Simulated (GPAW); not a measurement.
NaFeO3:

```
Fe Na O
1.0
     3.83048    0.00000    0.00000
     0.00000    3.83048    0.00000
     0.00000    0.00000    3.83048
Fe Na O
1 1 3
Direct
  0.50000 0.50000 0.50000
  0.00000 0.00000 0.00000
  0.00000 0.50000 0.50000
  0.50000 0.00000 0.50000
  0.50000 0.50000 0.00000
```

The cell comes from a database or a generator and needn't be the stable form of this composition.

| Quantity | Value |
| --- | --- |
| Program | GPAW 26.7.0 |
| Task | relaxation of cell and atoms |
| Functional | PBEsol |
| Dispersion | D3(BJ) |
| Potentials or basis | PAW data sets generated in the run's folder for this functional |
| Cutoff | 800 eV |
| Basis | pw |
| k mesh | 5 × 5 × 5 |
| Occupations | fermi-dirac, width 0.05 eV |
| Spin | collinear spin, ferromagnetic start |
| Starting moments | [3.0, 0.0, 0.0, 0.0, 0.0] μB |

At the start: pressure -14.9 GPa; volume 11.24 Å³/atom.

**Question.** Where does the relaxation end?

**Answer.** Over 4 steps the energy falls by 62.1 meV/atom and the volume is 9.99 Å³/atom (-11.2 %); space group Pm-3m (No. 221, to 0.05 Å); moment 3.77 μB per cell.

The path:
```
step  energy change (eV)  largest force (eV/Å)  pressure (GPa)  volume (Å³)
   1              0.0000                0.0000          -14.89        56.20
   2             -0.0443                0.0000          -13.98        55.70
   3             -0.3081                0.0000            1.51        49.40
   4             -0.3104                0.0000           -0.25        49.93
```

Final structure:
```cif
data_structure
_symmetry_space_group_name_H-M 'P 1'
_symmetry_Int_Tables_number 1
_cell_length_a 3.6822
_cell_length_b 3.6822
_cell_length_c 3.6822
_cell_angle_alpha 90.000
_cell_angle_beta 90.000
_cell_angle_gamma 90.000
_cell_volume 49.93
loop_
_atom_site_label
_atom_site_type_symbol
_atom_site_fract_x
_atom_site_fract_y
_atom_site_fract_z
_atom_site_occupancy
Fe1 Fe 0.50000 0.50000 0.50000 1
Na1 Na 0.00000 0.00000 0.00000 1
O1 O 0.00000 0.50000 0.50000 1
O2 O 0.50000 0.00000 0.50000 1
O3 O 0.50000 0.50000 0.00000 1
```

Caveat: each step starts from the last one's moments, so a moment once lost doesn't come back; later steps reuse the first step's grids; a cell with one magnetic atom can't hold antiferromagnetic order, which such compounds often take; pairwise dispersion overbinds metals, which lowers pressure and volume.
